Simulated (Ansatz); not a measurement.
# CH₇NSi₂: small, medium and large basis sets

An exercise on one series of results from a longer session: the logs are not shown, and one member is left open.

Method: one geometry, several basis sets; program: Ansatz 0.2.0, Gaussian basis.

Levels to be run: PBE0-D4/def2-SVP; ωB97M-V/def2-SVP; PBE0-D4/def2-QZVPP; ωB97M-V/def2-QZVPP; the functionals' def2-TZVPP values are taken from earlier runs.

**The geometry**

All runs share one geometry, relaxed beforehand with PBE0-D4 in a triple-zeta def2 set.

11 atoms, charge 0, spin multiplicity 1.

Atoms are counted from 1 here; the program's logs count them from 0.

Bond lengths: N1–Si2 1.712 Å, N1–H5 1.006 Å, N1–H6 1.007 Å, Si2–C3 1.886 Å, Si2–Si4 2.244 Å, Si2–H7 1.487 Å, C3–Si4 1.906 Å, C3–H8 1.089 Å, C3–H9 1.088 Å, Si4–H10 1.483 Å, Si4–H11 1.483 Å. Angles: Si2–N1–H5 120.2°, Si2–N1–H6 121.3°, H5–N1–H6 111.7°, N1–Si2–C3 116.3°, N1–Si2–Si4 119.8°, N1–Si2–H7 117.3°, C3–Si2–Si4 54.2°, C3–Si2–H7 113.0°, Si4–Si2–H7 119.8°, Si2–C3–Si4 72.5°, Si2–C3–H8 116.8°, Si2–C3–H9 118.2°, Si4–C3–H8 115.2°, Si4–C3–H9 117.5°, H8–C3–H9 111.6°, Si2–Si4–C3 53.3°, Si2–Si4–H10 122.5°, Si2–Si4–H11 122.2° and more.

As a file:

```mol
CH7NSi2
  3D, bonds by distance, orders not assigned

 11 11  0  0  0  0  0  0  0  0999 V2000
   -1.3665    1.3245   -0.6171 N   0  0
    0.2096    0.7714   -0.2406 Si  0  0
    0.3428   -0.4764    1.1672 C   0  0
    0.7083   -1.4053   -0.4571 Si  0  0
   -1.6885    1.3249   -1.5700 H   0  0
   -1.8126    2.0456   -0.0731 H   0  0
    1.3009    1.7817   -0.2279 H   0  0
   -0.5847   -0.7564    1.6636 H   0  0
    1.1598   -0.3654    1.8770 H   0  0
    2.0981   -1.8898   -0.6391 H   0  0
   -0.3021   -2.4118   -0.8621 H   0  0
  1  2  8  0
  2  3  8  0
  3  4  8  0
  1  5  8  0
  1  6  8  0
  2  7  8  0
  3  8  8  0
  3  9  8  0
  4 10  8  0
  4 11  8  0
  2  4  8  0
M  END
```

The first run:

The input, in.yaml:

```yaml
crystal:
  periodic: [false, false, false]
  atoms:
    - {symbol: N, position_ang: [-1.366514, 1.324519, -0.617099]}
    - {symbol: Si, position_ang: [0.209595, 0.771450, -0.240647]}
    - {symbol: C, position_ang: [0.342793, -0.476429, 1.167189]}
    - {symbol: Si, position_ang: [0.708318, -1.405251, -0.457085]}
    - {symbol: H, position_ang: [-1.688460, 1.324882, -1.569963]}
    - {symbol: H, position_ang: [-1.812567, 2.045560, -0.073053]}
    - {symbol: H, position_ang: [1.300938, 1.781736, -0.227870]}
    - {symbol: H, position_ang: [-0.584666, -0.756389, 1.663551]}
    - {symbol: H, position_ang: [1.159849, -0.365445, 1.877029]}
    - {symbol: H, position_ang: [2.098076, -1.889779, -0.639134]}
    - {symbol: H, position_ang: [-0.302061, -2.411754, -0.862117]}
basis:
  gaussian: {orbitals: def2-SVP}
hamiltonian: {xc: pbe0, dispersion: d4}
output: {orbitals: {seedname: orbitals}}
```

The run is started by

```bash
$ ansatz run in.yaml --threads 2 --pin off --events-out ev --progress --plain --max-ram 4352MiB
```

Among the steps run: PBE0-D4 in def2-SVP; ωB97M-V in def2-SVP; PBE0-D4 in def2-QZVPP; ωB97M-V in def2-QZVPP.

One table of the session follows, with a row left open; its other results are not shown here.

It belongs to the step «Functionals by basis». 

| functional | basis | HOMO (eV) | LUMO (eV) |
| --- | --- | --- | --- |
| PBE0-D4 | def2-SVP | -6.44 | 0.44 |
| PBE0-D4 | def2-TZVPP | -6.45 | 0.05 |
| PBE0-D4 | def2-QZVPP | -6.47 | -0.10 |
| ωB97M-V | def2-SVP | -8.41 | 2.35 |
| ωB97M-V | def2-TZVPP | ? | ? |
| ωB97M-V | def2-QZVPP | -8.48 | 1.28 |

Estimate the missing values for ωB97M-V, def2-TZVPP.

As computed: HOMO (eV): -8.46; LUMO (eV): 1.73. In the column «HOMO (eV)» it lies between ωB97M-V, def2-QZVPP (-8.48) and ωB97M-V, def2-SVP (-8.41).
